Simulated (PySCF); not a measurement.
# C2H6Zn: the cost of one run

Programs: PySCF 2.14.0. All values are calculated, for the isolated system unless a continuum is named. Atoms count from 0, parts from 1.

## Step 1: Starting point

Each species was relaxed by itself at PBE0-D3(BJ)/def2-SVPD.

## Step 2: Energies of the species: wB97M-D3(BJ)/def2-TZVPD

The job: settings as JSON, then the geometry in Å.

```
{"job": {"kind": "react", "xc": "wB97M-D3(BJ)", "basis": "def2-TZVPD"}, "charge": 0, "multiplicity": 1}
-1 CH4OZn charge 0 multiplicity 1
C     -0.062850     1.060220    -0.647520
Zn     0.064270    -0.627720     0.263990
O      0.219590    -2.258630     0.983830
H      0.384120     1.871550    -0.054270
H     -1.110260     1.328970    -0.849100
H      0.464490     1.023760    -1.612630
H      0.040630    -2.398170     1.915720

-1 CH4 charge 0 multiplicity 1
C     -0.005740     0.000170    -0.000780
H      0.148240     0.889480    -0.624310
H      0.908840    -0.211240     0.566870
H     -0.245590    -0.858000    -0.640630
H     -0.834480     0.180460     0.694980

+1 C2H6Zn charge 0 multiplicity 1
C      1.893560     0.351940     0.255480
Zn    -0.000480     0.000660     0.002610
C     -1.893650    -0.351710    -0.255280
H      2.333140    -0.307500     1.020780
H      2.465260     0.195540    -0.673200
H      2.077810     1.389160     0.577940
H     -2.436540    -0.390670     0.702620
H     -2.064570    -1.314320    -0.763120
H     -2.374690     0.427280    -0.868070

+1 H2O charge 0 multiplicity 1
O      0.000670     0.389170     0.013430
H     -0.763220    -0.193260    -0.006730
H      0.762570    -0.195870    -0.006710
```

Level: wB97M-D3(BJ)/def2-TZVPD reaction energy of separated species, gas phase.

The run is started by

```console
> OMP_NUM_THREADS=1 python cluster_run.py task.json out
```

This one command runs all jobs of the session in turn.

Q: Estimate the wall time and peak memory of this first job on 1 thread of Arm Neoverse V1, shared host.

About 25 s, with a peak of 0.65 GiB.
